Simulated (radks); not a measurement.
# Ba²⁺ in [Xe]: an all-electron calculation

One table from this session's results is given with a row withheld; the runs are named, their logs left out.

Program: radks (a radial shooting solver on a logarithmic mesh, Libxc functionals) version 1. Level of theory: scalar-relativistic Kohn-Sham, PBEsol, spin-unpolarised, spherical densities, finite nucleus. These are calculated values, not measurements, unless marked.

**The system**

- element: barium (Z = 56)
- charge: +2
- electrons: 54
- configuration: [Xe]
- nuclear rms radius: 4.8378 fm

Outer shells as boxes (Hund's rule):

Ba²⁺
```
[Kr] core
4d [↑↓][↑↓][↑↓][↑↓][↑↓]
5s [↑↓]
5p [↑↓][↑↓][↑↓]
```

Set-up of the first run:

Input:

```text
Z 56
configuration [Xe] 6s0 4f0 5d0 6p0
relativity scalar-relativistic
functional pbe_sol,pbe_sol
spin unpolarised
nucleus finite rms 4.8378 fm
c 137.035999084
```

One table of the session follows, with a row left open; its other results are not shown here.

It belongs to the step «Radial structure». Radial moments (bohr):

```
level      <r>  outermost maximum (interpolated)  90 % within  nodes
   1s  0.02559                            0.0164       0.0461      0
   2s   0.1098                            0.0929        0.170      1
   2p  0.09621                            0.0746        0.157      0
   3s   0.2921                             0.266        0.429      2
   3p   0.2901                             0.261        0.435      1
   3d   0.2667                             0.215        0.418      0
   4s   0.6740                             0.625        0.969      3
   4p   0.7157                             0.654         1.04      2
   4d   0.8005                             0.695         1.21      1
   5s        ?                                 ?            ?      ?
   5p    1.892                              1.67         2.75      3
   5d    2.787                              2.30         4.21      2
   6s    3.918                              3.60         5.57      5
   4f    1.480                             0.825         2.70      0
```

Q: Estimate the row for 5s from the others.

**Answer.** <r>: 1.631; outermost maximum (interpolated): 1.47; 90 % within: 2.34; nodes: 4. In the column «<r>» it lies between 4f (1.480) and 5p (1.892).
